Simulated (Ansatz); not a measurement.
# F₂H₄N₂Ti: one species, many methods

One table from this session's results is given with a row withheld; the runs are named, their logs left out.

Computed with Ansatz 0.2.0, Gaussian basis. Level: functionals in def2-TZVPP, the program's frozen cores in correlated methods.

Plan: LDA (SPW92), PBE-D4, revPBE-D4, BLYP-D4, r2SCAN-D4, B97M-V, PBE0-D4, B3LYP-D4, r2SCANh-D4, r2SCAN0-D4, HSE06-D4, BHLYP-D4, CAM-B3LYP-D4, LC-ωPBE, ωB97X-V, ωB97M-V, B2PLYP, PBE-QIDH; CCSD(T)/def2-SVP; CCSD(T)/def2-TZVPP; MP2/def2-QZVPP; extrapolation to the limit; RPA on PBE.

## The geometry

The geometry comes from an earlier relaxation with PBE0-D4 in a triple-zeta def2 set; it is a stationary point, not always the lowest conformer.

9 atoms, charge 0, spin multiplicity 1.

Atoms are counted from 1 here; the program's logs count them from 0.

Bond lengths: N1–Ti2 1.871 Å, N1–H6 1.008 Å, N1–H7 1.011 Å, Ti2–N3 1.864 Å, Ti2–F4 1.769 Å, Ti2–F5 1.769 Å, N3–H8 1.011 Å, N3–H9 1.011 Å. Angles: Ti2–N1–H6 126.1°, Ti2–N1–H7 123.1°, H6–N1–H7 110.8°, N1–Ti2–N3 106.2°, N1–Ti2–F4 109.2°, N1–Ti2–F5 109.2°, N3–Ti2–F4 110.5°, N3–Ti2–F5 110.5°, F4–Ti2–F5 111.1°, Ti2–N3–H8 124.4°, Ti2–N3–H9 124.3°, H8–N3–H9 110.5°.

Geometry (Å):

```xyz
9
charge 0, multiplicity 1
N    -1.2427    0.6489   -0.6801
Ti    0.4186   -0.1894   -0.4862
N     0.6849   -0.3985    1.3465
F     0.3724   -1.7640   -1.2904
F     1.6755    0.8427   -1.1813
H    -1.8583    0.9276    0.0683
H    -1.6418    0.8836   -1.5792
H     0.4676   -1.2406    1.8623
H     1.2123    0.2434    1.9230
```

The first run:

Contents of in.yaml:

```yaml
crystal:
  periodic: [false, false, false]
  atoms:
    - {symbol: N, position_ang: [-1.242704, 0.648852, -0.680145]}
    - {symbol: Ti, position_ang: [0.418568, -0.189400, -0.486227]}
    - {symbol: N, position_ang: [0.684950, -0.398471, 1.346460]}
    - {symbol: F, position_ang: [0.372437, -1.763966, -1.290364]}
    - {symbol: F, position_ang: [1.675464, 0.842656, -1.181267]}
    - {symbol: H, position_ang: [-1.858291, 0.927585, 0.068339]}
    - {symbol: H, position_ang: [-1.641756, 0.883620, -1.579242]}
    - {symbol: H, position_ang: [0.467565, -1.240560, 1.862314]}
    - {symbol: H, position_ang: [1.212267, 0.243385, 1.923033]}
basis:
  gaussian: {orbitals: def2-TZVPP}
hamiltonian: {xc: lda}
output: {orbitals: {seedname: orbitals}}
```

Run with:

```bash
$ ansatz run in.yaml --threads 4 --pin off --events-out ev --progress --plain --max-ram 10444MiB
```

Steps of the session up to this table: LDA; PBE-D4 (GGA); revPBE-D4 (GGA); BLYP-D4 (GGA); r2SCAN-D4 (meta-GGA); B97M-V (meta-GGA); PBE0-D4 (hybrid); B3LYP-D4 (hybrid); r2SCANh-D4 (hybrid); r2SCAN0-D4 (hybrid); HSE06-D4 (hybrid); BHLYP-D4 (hybrid); CAM-B3LYP-D4 (range-separated); LC-ωPBE (range-separated); ωB97X-V (range-separated); ωB97M-V (range-separated); B2PLYP (double hybrid); PBE-QIDH (double hybrid).

One of the session's tables, all rows but one given; the rest of the session is left out.

It belongs to the step «Orbital energies across the functionals». 

```
  functional  HOMO (eV)  LUMO (eV)  gap (eV)
 LDA (SPW92)      -6.56      -2.91      3.64
      PBE-D4      -6.34      -2.65      3.69
   revPBE-D4      -6.26      -2.55      3.71
     BLYP-D4      -6.24      -2.59      3.65
   r2SCAN-D4      -6.65      -2.56      4.09
      B97M-V      -6.70      -2.57      4.13
     PBE0-D4      -7.80      -1.64      6.16
    B3LYP-D4      -7.56      -1.96      5.60
  r2SCANh-D4      -7.19      -2.17      5.02
  r2SCAN0-D4      -8.02      -1.57      6.45
    HSE06-D4      -7.39      -2.02      5.36
    BHLYP-D4      -9.17      -0.49      8.68
CAM-B3LYP-D4      -9.26      -0.53      8.73
     LC-ωPBE          ?          ?         ?
     ωB97X-V     -10.27       0.67     10.94
     ωB97M-V     -10.18       0.65     10.83
```

**Question.** Estimate the row for LC-ωPBE.

**Answer.** HOMO (eV): -10.65; LUMO (eV): 0.71; gap (eV): 11.36. In the column «HOMO (eV)» it is the lowest.
